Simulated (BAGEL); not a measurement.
# C2H6BFO (SMILES COB(C)F), step by step

Wanted: a single-point energy (HF/cc-pVDZ), then the energy (NEVPT2(2,2)/cc-pVDZ) of C2H6BFO. 

Program for the calculation: BAGEL 1.2.2.

1 further run of the same task is left out (set aside as unsound or not needed).

## (1) The structure to begin with

The species is C2H6BFO (11 atoms), meant as a singlet with charge 0. As SMILES, `COB(C)F`. One bond was lengthened or shortened from a relaxed shape.

Bond lengths: C1–O2 1.408 Å, O2–B3 1.348 Å, B3–C4 1.569 Å, B3–F5 1.335 Å, C1–H6 1.092 Å, C1–H7 1.092 Å, C1–H8 1.093 Å, C4–H9 1.094 Å, C4–H10 0.926 Å, C4–H11 1.094 Å. Some angles: C1–O2–B3 123.8°, O2–B3–C4 126.0°, O2–B3–F5 114.4°, C4–B3–F5 119.6°, O2–C1–H6 109.0°, O2–C1–H7 108.9°, O2–C1–H8 112.4°, B3–C4–H9 111.5°, B3–C4–H10 111.3°, B3–C4–H11 111.4°.

## (2) The energy at HF/cc-pVDZ (density fitting with svp-jkfit) (run 1)

input.json reads:

```json
{ "bagel" : [

{
  "title" : "molecule",
  "basis" : "cc-pvdz.json",
  "df_basis" : "svp-jkfit",
  "geometry" : [
    { "atom" : "C", "xyz" : [    -2.30782614,     1.24316956,     0.90719326 ] },
    { "atom" : "O", "xyz" : [    -0.18490781,     2.21959105,    -0.36610420 ] },
    { "atom" : "B", "xyz" : [     1.81744599,     0.81155611,    -1.07210588 ] },
    { "atom" : "C", "xyz" : [     2.14739217,    -2.09975596,    -0.62178415 ] },
    { "atom" : "F", "xyz" : [     3.63271691,     2.10129419,    -2.25715313 ] },
    { "atom" : "H", "xyz" : [    -2.48564937,     2.18047372,     2.73720404 ] },
    { "atom" : "H", "xyz" : [    -3.99856410,     1.64605917,    -0.20491056 ] },
    { "atom" : "H", "xyz" : [    -2.17478942,    -0.79546698,     1.20879355 ] },
    { "atom" : "H", "xyz" : [     2.06122066,    -2.57048673,     1.39001829 ] },
    { "atom" : "H", "xyz" : [     3.68005266,    -2.66980507,    -1.24740821 ] },
    { "atom" : "H", "xyz" : [     0.64146942,    -3.18049033,    -1.53905721 ] }
  ]
},

{ "title" : "hf" },

{ "title" : "print", "file" : "orbitals.molden", "orbitals" : "true" }

]}
```

The basis set cc-pVDZ is read from a file made from the Basis Set Exchange's data (not shown).

Started as:

```bash
$ BAGEL_NUM_THREADS=1 BAGEL input.json > input.out
```

The program printed:

```text
* using 1 threads per process

  ===============================================================
  ===============================================================

  *** Geometry ***

  { "atom" : "C", "xyz" : [     -2.307826,      1.243170,      0.907193 ] },
  { "atom" : "O", "xyz" : [     -0.184908,      2.219591,     -0.366104 ] },
  { "atom" : "B", "xyz" : [      1.817446,      0.811556,     -1.072106 ] },
  { "atom" : "C", "xyz" : [      2.147392,     -2.099756,     -0.621784 ] },
  { "atom" : "F", "xyz" : [      3.632717,      2.101294,     -2.257153 ] },
  { "atom" : "H", "xyz" : [     -2.485649,      2.180474,      2.737204 ] },
  { "atom" : "H", "xyz" : [     -3.998564,      1.646059,     -0.204911 ] },
  { "atom" : "H", "xyz" : [     -2.174789,     -0.795467,      1.208794 ] },
  { "atom" : "H", "xyz" : [      2.061221,     -2.570487,      1.390018 ] },
  { "atom" : "H", "xyz" : [      3.680053,     -2.669805,     -1.247408 ] },
  { "atom" : "H", "xyz" : [      0.641469,     -3.180490,     -1.539057 ] },

  Number of auxiliary basis functions:      487

  Since a DF basis is specified, we compute 2- and 3-index integrals:
    o Being stored without compression. Storage requirement is 0.039 GB

  Number of basis functions:      100
  Number of electrons      :       40

    * METHOD: MOLECULE                             0.23

  *** RHF ***

  === Nuclear Repulsion ===
   172.3436737049

      * DIIS with orbital gradients will be used.

  === RHF iteration (cc-pvdz.json) ===
      0       -278.06406958          0.01497015           0.06
      1       -278.26157936          0.00821681           0.05
      2       -278.31977681          0.00152087           0.05
      3       -278.32207992          0.00054966           0.05
      4       -278.32230799          0.00008413           0.05
      5       -278.32231484          0.00002916           0.05
      6       -278.32231567          0.00001275           0.05
      7       -278.32231587          0.00000199           0.05
      8       -278.32231587          0.00000065           0.05
      9       -278.32231587          0.00000028           0.05
     10       -278.32231587          0.00000012           0.06
     11       -278.32231587          0.00000003           0.06
     12       -278.32231587          0.00000001           0.06
    * SCF iteration converged.

    * Permanent dipole moment:
           (    0.717953,     0.800610,    -0.529668) a.u.

    * METHOD: HF                                   0.87

    * METHOD: PRINT                                0.02

  ===============================================================
```

It took 1.4 s on 1 thread of AMD EPYC 9R45 (Zen 5), shared host; peak memory 0.14 GiB.

## (3) A single-point energy at NEVPT2(2,2)/cc-pVDZ (density fitting with svp-jkfit) (run 2)

Edit input.json of step 2 so:

```diff
@@ -21,3 +21,15 @@
 
-{ "title" : "hf" },
+{ "title" : "hf", "charge" : 0 },
+
+{
+  "title" : "nevpt2",
+  "nstate" : 1,
+  "nact" : 2,
+  "nclosed" : 19,
+  "charge" : 0,
+  "active" : [8, 27],
+  "maxiter" : 200,
+  "natocc" : "true",
+  "ncore" : 5
+},
```

The basis set cc-pVDZ is read from a file made from the Basis Set Exchange's data (not shown).

Started as:

```bash
$ BAGEL_NUM_THREADS=1 BAGEL input.json > input.out
```

The program printed:

```text
* using 1 threads per process

  ===============================================================
  ===============================================================

  *** Geometry ***

  { "atom" : "C", "xyz" : [     -2.307826,      1.243170,      0.907193 ] },
  { "atom" : "O", "xyz" : [     -0.184908,      2.219591,     -0.366104 ] },
  { "atom" : "B", "xyz" : [      1.817446,      0.811556,     -1.072106 ] },
  { "atom" : "C", "xyz" : [      2.147392,     -2.099756,     -0.621784 ] },
  { "atom" : "F", "xyz" : [      3.632717,      2.101294,     -2.257153 ] },
  { "atom" : "H", "xyz" : [     -2.485649,      2.180474,      2.737204 ] },
  { "atom" : "H", "xyz" : [     -3.998564,      1.646059,     -0.204911 ] },
  { "atom" : "H", "xyz" : [     -2.174789,     -0.795467,      1.208794 ] },
  { "atom" : "H", "xyz" : [      2.061221,     -2.570487,      1.390018 ] },
  { "atom" : "H", "xyz" : [      3.680053,     -2.669805,     -1.247408 ] },
  { "atom" : "H", "xyz" : [      0.641469,     -3.180490,     -1.539057 ] },

  Number of auxiliary basis functions:      487

  Since a DF basis is specified, we compute 2- and 3-index integrals:
    o Being stored without compression. Storage requirement is 0.039 GB

  Number of basis functions:      100
  Number of electrons      :       40

    * METHOD: MOLECULE                             0.22

  *** RHF ***

  === Nuclear Repulsion ===
   172.3436737049

      * DIIS with orbital gradients will be used.

  === RHF iteration (cc-pvdz.json) ===
      0       -278.06406958          0.01497015           0.06
      1       -278.26157936          0.00821681           0.05
      2       -278.31977681          0.00152087           0.06
      3       -278.32207992          0.00054966           0.06
      4       -278.32230799          0.00008413           0.06
      5       -278.32231484          0.00002916           0.06
      6       -278.32231567          0.00001275           0.06
      7       -278.32231587          0.00000199           0.06
      8       -278.32231587          0.00000065           0.06
      9       -278.32231587          0.00000028           0.06
     10       -278.32231587          0.00000012           0.05
     11       -278.32231587          0.00000003           0.06
     12       -278.32231587          0.00000001           0.05
    * SCF iteration converged.

    * Permanent dipole moment:
           (    0.717953,     0.800610,    -0.529668) a.u.

    * METHOD: HF                                   0.89

    * freezing 5 orbitals
  ---------------------------
      CASSCF calculation
  ---------------------------

    ==== Active orbitals : =====
         Orbital 8
         Orbital 27
    ============================

    * nstate   :      1
    * nclosed  :     19
    * nact     :      2
    * nvirt    :     79
  === CASSCF iteration (cc-pvdz.json) ===

    * Using the second-order algorithm

      0  0      -278.32237166     1.33e-05      0.02

      1  0      -278.32253706     3.60e-05      0.21

      2  0      -278.32383529     2.05e-04      0.22

      3  0      -278.33231308     4.84e-04      0.27

      4  0      -278.33367306     1.18e-04      0.36

      5  0      -278.33370842     1.52e-05      0.35

      6  0      -278.33370894     3.23e-06      0.35

      7  0      -278.33370895     7.48e-07      0.33

      8  0      -278.33370895     1.81e-07      0.36

      9  0      -278.33370895     4.34e-08      0.32

     10  0      -278.33370895     1.04e-08      0.31

     11  0      -278.33370895     2.46e-09      0.26

    * Second-order optimization converged. *

     guess   0:   closed 1.                   open ..

  === FCI iteration ===

      0  0      -278.32223591     8.17e-02      0.00
      1  0      -278.33370598     9.82e-04      0.00
      2  0 *    -278.33370895     8.41e-16      0.00

     * ci vector, state   0, <S^2> = 0.0000
       2.     0.9975431877
       .2    -0.0700541843

  === DF-NEVPT2 calculation ===

    * 3-index integral transformation done
    * assembly done

      NEVPT2 correlation energy:   -0.7216842586      0.26

          (+0)     -0.6688863973
          (+0)'    -0.0134833843
          (+1)     -0.0029813735
          (+1)'    -0.0000000000
          (+2)     -0.0001594726
          (-1)     -0.0262041143
          (-1)'     0.0000000000
          (-2)     -0.0099695165

      NEVPT2 total energy:       -279.0553932053

    * METHOD: NEVPT2                               3.90

    * METHOD: PRINT                                0.02

  ===============================================================
```

Run time: 5.4 s. Hardware: 1 thread of AMD EPYC 9R45 (Zen 5), shared host; peak memory 0.14 GiB.

## (4) Outcome

```
                                quantity          value
         run 1, HF/cc-pVDZ: total energy  -278.32232 Eh
        run 1, HF/cc-pVDZ: dipole moment         3.05 D
          run 1, HF/cc-pVDZ: HOMO energy      -12.82 eV
          run 1, HF/cc-pVDZ: LUMO energy        4.80 eV
        run 1, HF/cc-pVDZ: HOMO–LUMO gap       17.61 eV
run 2, NEVPT2(2,2)/cc-pVDZ: total energy  -279.05539 Eh
```
